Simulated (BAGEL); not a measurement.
**GeSiH4F2 (SMILES F[SiH](F)[GeH3]): HF/3-21G (density fitting with cc-pvqz-jkfit)**

What is the vertical singlet–triplet gap of GeSiH4F2 at HF/3-21G (density fitting with cc-pvqz-jkfit)? 

The results are computed with BAGEL 1.2.2.

2 further runs of the same task are left out: 2 that didn't finish.

**1. Starting point**

GeSiH4F2: 8 atoms, total charge 0, spin state singlet. As SMILES, `F[SiH](F)[GeH3]`. Geometry: relaxed at PBE0-D4/def2-TZVP.

Bond lengths: F1–Si2 1.592 Å, Si2–F3 1.592 Å, Si2–Ge4 2.377 Å, Si2–H5 1.481 Å, Ge4–H6 1.536 Å, Ge4–H7 1.534 Å, Ge4–H8 1.536 Å. Some angles: F1–Si2–F3 107.0°, F1–Si2–Ge4 109.5°, F3–Si2–Ge4 109.5°, F1–Si2–H5 107.4°, F3–Si2–H5 107.4°, Ge4–Si2–H5 115.8°, Si2–Ge4–H6 109.5°, Si2–Ge4–H7 110.3°, Si2–Ge4–H8 109.5°, H6–Ge4–H7 109.3°.

**2. The energy at HF/3-21G (density fitting with cc-pvqz-jkfit)**

input.json

```json
{ "bagel": [

{
  "title": "molecule",
  "basis": "3-21g",
  "df_basis": "cc-pvqz-jkfit",
  "angstrom": "true",
  "geometry": [
    { "atom": "F", "xyz": [    1.301800,   -1.418600,    1.197400 ] },
    { "atom": "Si", "xyz": [    1.139900,   -0.126600,    0.280900 ] },
    { "atom": "F", "xyz": [    1.983100,   -0.386400,   -1.044700 ] },
    { "atom": "Ge", "xyz": [   -1.151500,    0.164400,   -0.281300 ] },
    { "atom": "H", "xyz": [    1.776500,    1.004200,    0.994900 ] },
    { "atom": "H", "xyz": [   -1.970000,    0.389600,    0.998800 ] },
    { "atom": "H", "xyz": [   -1.682300,   -1.076600,   -1.011200 ] },
    { "atom": "H", "xyz": [   -1.305500,    1.392900,   -1.190400 ] }
  ]
},
{
  "title": "hf"
},
{
  "title": "print",
  "file": "orbitals.molden",
  "orbitals": "true"
}

]}
```

Command:

```console
$ BAGEL_NUM_THREADS=1 BAGEL input.json > input.out
```

The log of the run:

```text
* using 1 threads per process

  ===============================================================
  ===============================================================

  *** Geometry ***

  { "atom" : "F", "xyz" : [      2.460045,     -2.680765,      2.262758 ] },
  { "atom" : "Si", "xyz" : [      2.154099,     -0.239239,      0.530824 ] },
  { "atom" : "F", "xyz" : [      3.747516,     -0.730190,     -1.974197 ] },
  { "atom" : "Ge", "xyz" : [     -2.176020,      0.310671,     -0.531580 ] },
  { "atom" : "H", "xyz" : [      3.357098,      1.897663,      1.880089 ] },
  { "atom" : "H", "xyz" : [     -3.722760,      0.736237,      1.887458 ] },
  { "atom" : "H", "xyz" : [     -3.179086,     -2.034479,     -1.910891 ] },
  { "atom" : "H", "xyz" : [     -2.467037,      2.632200,     -2.249530 ] },

  Number of auxiliary basis functions:      782

  Since a DF basis is specified, we compute 2- and 3-index integrals:
    o Being stored without compression. Storage requirement is 0.023 GB

  Number of basis functions:       61
  Number of electrons      :       68

    * METHOD: MOLECULE                             0.48

  *** RHF ***

  === Nuclear Repulsion ===
   355.5053619223

      * DIIS with orbital gradients will be used.

  === RHF iteration (3-21g) ===
      0      -2552.79479490          0.02164922           0.11
      1      -2552.91207899          0.01266087           0.11
      2      -2552.95352757          0.00086015           0.12
      3      -2552.95408925          0.00012135           0.10
      4      -2552.95410289          0.00003552           0.12
      5      -2552.95410415          0.00000664           0.12
      6      -2552.95410419          0.00000109           0.24
      7      -2552.95410419          0.00000023           0.11
      8      -2552.95410419          0.00000009           0.11
      9      -2552.95410419          0.00000002           0.12
     10      -2552.95410419          0.00000001           0.14
    * SCF iteration converged.

    * Permanent dipole moment:
           (    0.610173,    -0.671134,    -0.123716) a.u.

    * METHOD: HF                                   1.62

    * METHOD: PRINT                                0.01

  ===============================================================
```

Wall time 2.8 s (1 thread of Intel Xeon 6975P-C (Granite Rapids), shared host); peak memory 0.14 GiB.

**3. The triplet, same level**

job.json

```json
{ "bagel": [

{
  "title": "molecule",
  "basis": "3-21g",
  "df_basis": "cc-pvqz-jkfit",
  "angstrom": true,
  "geometry": [
    { "atom": "F", "xyz": [    1.301800,   -1.418600,    1.197400 ] },
    { "atom": "Si", "xyz": [    1.139900,   -0.126600,    0.280900 ] },
    { "atom": "F", "xyz": [    1.983100,   -0.386400,   -1.044700 ] },
    { "atom": "Ge", "xyz": [   -1.151500,    0.164400,   -0.281300 ] },
    { "atom": "H", "xyz": [    1.776500,    1.004200,    0.994900 ] },
    { "atom": "H", "xyz": [   -1.970000,    0.389600,    0.998800 ] },
    { "atom": "H", "xyz": [   -1.682300,   -1.076600,   -1.011200 ] },
    { "atom": "H", "xyz": [   -1.305500,    1.392900,   -1.190400 ] }
  ]
},
{
  "title": "uhf",
  "nopen": 2
},
{
  "title": "print",
  "file": "orbitals.molden",
  "orbitals": true
}

]}
```

Command:

```console
$ BAGEL_NUM_THREADS=1 BAGEL job.json > job.out
```

The log of the run:

```text
* using 1 threads per process

  ===============================================================
  ===============================================================

  *** Geometry ***

  { "atom" : "F", "xyz" : [      2.460045,     -2.680765,      2.262758 ] },
  { "atom" : "Si", "xyz" : [      2.154099,     -0.239239,      0.530824 ] },
  { "atom" : "F", "xyz" : [      3.747516,     -0.730190,     -1.974197 ] },
  { "atom" : "Ge", "xyz" : [     -2.176020,      0.310671,     -0.531580 ] },
  { "atom" : "H", "xyz" : [      3.357098,      1.897663,      1.880089 ] },
  { "atom" : "H", "xyz" : [     -3.722760,      0.736237,      1.887458 ] },
  { "atom" : "H", "xyz" : [     -3.179086,     -2.034479,     -1.910891 ] },
  { "atom" : "H", "xyz" : [     -2.467037,      2.632200,     -2.249530 ] },

  Number of auxiliary basis functions:      782

  Since a DF basis is specified, we compute 2- and 3-index integrals:
    o Being stored without compression. Storage requirement is 0.023 GB

  Number of basis functions:       61
  Number of electrons      :       68

    * METHOD: MOLECULE                             0.54

  *** Open-shell HF ***

  === Nuclear Repulsion ===
   355.5053619223

      * DIIS with orbital gradients will be used.

  === UHF iteration (3-21g) ===
      0      -2552.48663755          0.04385420           0.29
      1      -2552.61643164          0.02782480           0.29
      2      -2552.65301141          0.01650999           0.30
      3      -2552.67141696          0.00099351           0.27
      4      -2552.67204343          0.00050000           0.30
      5      -2552.67233181          0.00028337           0.32
      6      -2552.67247983          0.00011208           0.28
      7      -2552.67250311          0.00004399           0.27
      8      -2552.67250657          0.00001374           0.31
      9      -2552.67250682          0.00000612           0.28
     10      -2552.67250688          0.00000260           0.29
     11      -2552.67250689          0.00000133           0.32
     12      -2552.67250690          0.00000060           0.31
     13      -2552.67250690          0.00000043           0.24
     14      -2552.67250690          0.00000038           0.27
     15      -2552.67250690          0.00000034           0.29
     16      -2552.67250690          0.00000032           0.29
     17      -2552.67250690          0.00000032           0.28
     18      -2552.67250690          0.00000031           0.28
     19      -2552.67250690          0.00000031           0.29
     20      -2552.67250690          0.00000031           0.28
     21      -2552.67250690          0.00000031           0.29
     22      -2552.67250690          0.00000031           0.29
     23      -2552.67250690          0.00000030           0.28
     24      -2552.67250690          0.00000027           0.29
     25      -2552.67250689          0.00000023           0.28
     26      -2552.67250689          0.00000017           0.28
     27      -2552.67250689          0.00000013           0.28
     28      -2552.67250689          0.00000009           0.26
     29      -2552.67250689          0.00000006           0.26
     30      -2552.67250689          0.00000003           0.29
     31      -2552.67250689          0.00000002           0.26
     32      -2552.67250689          0.00000002           0.24
     33      -2552.67250689          0.00000002           0.29
     34      -2552.67250689          0.00000002           0.25
     35      -2552.67250689          0.00000002           0.26
     36      -2552.67250689          0.00000002           0.25
     37      -2552.67250689          0.00000002           0.24
     38      -2552.67250689          0.00000002           0.23
     39      -2552.67250689          0.00000002           0.25
     40      -2552.67250689          0.00000002           0.23
     41      -2552.67250689          0.00000002           0.26
     42      -2552.67250689          0.00000002           0.22
     43      -2552.67250689          0.00000002           0.23
     44      -2552.67250689          0.00000002           0.23
     45      -2552.67250689          0.00000002           0.24
     46      -2552.67250689          0.00000001           0.21
     47      -2552.67250689          0.00000001           0.23
     48      -2552.67250689          0.00000001           0.25
     49      -2552.67250689          0.00000001           0.29
     50      -2552.67250689          0.00000001           0.25
     51      -2552.67250689          0.00000001           0.23
     52      -2552.67250689          0.00000001           0.29
     53      -2552.67250689          0.00000001           0.24
     54      -2552.67250689          0.00000001           0.31
     55      -2552.67250689          0.00000001           0.23
     56      -2552.67250689          0.00000001           0.23
     57      -2552.67250689          0.00000001           0.24
     58      -2552.67250689          0.00000001           0.30
     59      -2552.67250689          0.00000001           0.23
     60      -2552.67250689          0.00000001           0.23
     61      -2552.67250689          0.00000001           0.24
     62      -2552.67250689          0.00000001           0.29
     63      -2552.67250689          0.00000001           0.24
     64      -2552.67250689          0.00000001           0.28
    * SCF iteration converged.

    * S^2 (UHF) is 2.0122

    * Permanent dipole moment:
           (    0.711107,    -0.773304,    -0.139444) a.u.

    * METHOD: UHF                                 17.60

    * METHOD: PRINT                                0.01

  ===============================================================
```

Wall time 19 s (1 thread of Intel Xeon 6975P-C (Granite Rapids), shared host); peak memory 0.15 GiB.

**4. Outcome**

Level: HF/3-21G (density fitting with cc-pvqz-jkfit).

| quantity | value |
| --- | --- |
| singlet: total energy | -2552.95410 Eh |
| singlet: dipole moment | 2.33 D |
| singlet: HOMO energy | -11.41 eV |
| singlet: LUMO energy | 3.38 eV |
| singlet: HOMO–LUMO gap | 14.79 eV |
| triplet: total energy | -2552.67251 Eh |
| triplet: dipole moment | 2.69 D |
| triplet: ⟨S²⟩ | 2.012 |
| vertical energy of the triplet above the singlet | 7.663 eV |

**Reading.** At this shape the triplet lies 7.66 eV (177 kcal/mol) above the singlet.
